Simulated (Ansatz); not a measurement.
# NaAl2N2: the cost of one run

Program: Ansatz 0.2.0. Level of theory: DFT PBE, scalar-relativistic, plane waves, PAW. These are calculated values, not measurements.

**1. The structure to begin with**

It takes space group I4_1md (No. 109, tetragonal). Conventional cell: a = 7.412 Å, b = 7.412 Å, c = 4.938 Å, α = 90.00°, β = 90.00°, γ = 90.00°. Around Na (site symmetry 2mm) lie 6 Al at 2.76 Å and 6 N at 2.76 Å. Around Al (site symmetry m) lie 3 N at 1.75 Å. N (site symmetry m) has 3 Al at 1.75 Å as nearest neighbours.

Structure file:

```cif
data_structure
_symmetry_space_group_name_H-M 'P 1'
_symmetry_Int_Tables_number 1
_cell_length_a 5.7937
_cell_length_b 5.7937
_cell_length_c 5.7937
_cell_angle_alpha 100.462
_cell_angle_beta 100.462
_cell_angle_gamma 129.556
_cell_volume 135.65
loop_
_atom_site_label
_atom_site_type_symbol
_atom_site_fract_x
_atom_site_fract_y
_atom_site_fract_z
_atom_site_occupancy
Na1 Na 0.25000 0.25000 0.00000 1
Na2 Na 0.00000 0.50000 0.50000 1
Al1 Al 0.58327 0.75000 0.83327 1
Al2 Al 0.91673 0.75000 0.16673 1
Al3 Al 0.50000 0.16673 0.66673 1
Al4 Al 0.50000 0.83327 0.33327 1
N1 N 0.33327 0.00000 0.33327 1
N2 N 0.66673 0.00000 0.66673 1
N3 N 0.75000 0.58327 0.83327 1
N4 N 0.75000 0.91673 0.16673 1
```

The cell is invented: 3-connected net, two elements alternating, guests in its cages (I4_1md, No. 109). The dimensions are guesses.

**2. The guess as it stands, on a coarse mesh**

File input.yaml:

```yaml
crystal:
  lattice:
    - [-3.70616563, 3.70616563, 2.4688584]
    - [3.70616563, -3.70616563, 2.4688584]
    - [3.70616563, 3.70616563, -2.4688584]
  atoms:
    - { symbol: Na, position: [0.25, 0.25, 0.0] }
    - { symbol: Na, position: [0.0, 0.5, 0.5] }
    - { symbol: Al, position: [0.58326842, 0.75000006, 0.83326836] }
    - { symbol: Al, position: [0.9167317, 0.75000006, 0.16673164] }
    - { symbol: Al, position: [0.50000006, 0.1667317, 0.66673164] }
    - { symbol: Al, position: [0.50000006, 0.83326842, 0.33326836] }
    - { symbol: "N", position: [0.3332683, 0.99999994, 0.33326836] }
    - { symbol: "N", position: [0.66673158, 0.99999994, 0.66673164] }
    - { symbol: "N", position: [0.74999994, 0.5832683, 0.83326836] }
    - { symbol: "N", position: [0.74999994, 0.91673158, 0.16673164] }
basis:
  ecutwfc: 420
kpoints:
  mp_grid: { grid: [4, 4, 4] }
hamiltonian:
  xc: pbe
scf:
  occupations: { method: gaussian, width: 0.1 }
  lower_state_search: "off"
output:
  forces: true
  stress: true
  eigenvalues: true
```

Started as:

```console
$ ansatz run input.yaml --threads 1 --pin off --max-ram 2560MiB --backend cpu --events-out ev --progress --plain --runs-dir out
```

Q: Estimate wall time and peak memory on 1 thread of Intel Xeon at 2.50GHz (Skylake/Cascade Lake), shared host.

About 11 s, with a peak of 0.36 GiB.
